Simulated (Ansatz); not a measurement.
Crystal: LaMg6Fe.

```
CELL_PARAMETERS angstrom
5.01348 0.00000 0.00000
0.00000 2.90533 6.22628
0.00000 -2.90533 6.22628
ATOMIC_POSITIONS crystal
La 0.50000 0.68682 0.68682
Fe 0.50000 0.14175 0.14175
Mg 0.00000 0.85083 0.85083
Mg 0.00000 0.29174 0.29174
Mg 0.00000 0.31627 0.83797
Mg 0.00000 0.83797 0.31627
Mg 0.50000 0.18458 0.69002
Mg 0.50000 0.69002 0.18458
```

The cell comes from a database or a generator and needn't be the stable form of this composition.

```yaml
Program: Ansatz 0.2.0
Task: single point
Functional: PBE
Potentials_or_basis: Ansatz PAW
Cutoff: "420 eV (not typed: the program's choice for these potentials)"
k_mesh: 6 × 5 × 5
Occupations: fermi-dirac, width 0.05 eV
Spin: collinear spin, ferromagnetic start
Starting_moments: "[0.0, 3.0, 0.0, 0.0, 0.0, 0.0, 0.0, 0.0] μB"
```

On this cell: pressure 1.7 GPa; largest force 0.277 eV/Å; net moment 2.06 μB per cell; site moments La -0.10; Fe +2.46; Mg +0.01, -0.03, -0.01 μB; band gap on the k mesh none (metal or under the smearing width).

The same run follows on a disturbed copy (atoms moved at random, drawn with an rms of 0.05 Å):

```xyz
8
Lattice="5.0135 0.0000 0.0000 0.0000 2.9053 6.2263 0.0000 -2.9053 6.2263" Properties=species:S:1:pos:R:3 pbc="T T T"
La    2.5144    0.0019    8.5343
Fe    2.5751    0.0150    1.7604
Mg   -0.0224   -0.0701   10.6134
Mg    0.0017    0.0050    3.6263
Mg    0.0341   -1.5341    7.1780
Mg    0.0484    1.5015    7.2168
Mg    2.5389   -1.4866    5.4478
Mg    2.4865    1.4814    5.4102
```

Task: What changes?

Result: The energy (extrapolated to zero smearing) moves by +4.4 meV/atom; pressure 1.8 GPa; largest force 0.363 eV/Å; net moment 2.03 μB per cell; site moments La -0.10; Fe +2.44; Mg +0.01, -0.02, -0.03, -0.01 μB; band gap on the k mesh none (metal or under the smearing width).

Forces in eV/Å, atoms in the order of the input:
```
La   0.099 -0.008  0.350
Fe  -0.064 -0.044 -0.011
Mg   0.115  0.254 -0.032
Mg   0.031 -0.185  0.050
Mg  -0.027  0.188 -0.105
Mg  -0.158 -0.129 -0.195
Mg  -0.069  0.215 -0.096
Mg   0.074 -0.292  0.039
```

Stress tensor (GPa, compression positive):
```
 1.30 -0.13  0.16
-0.13  2.61 -0.06
 0.16 -0.06  1.53
```
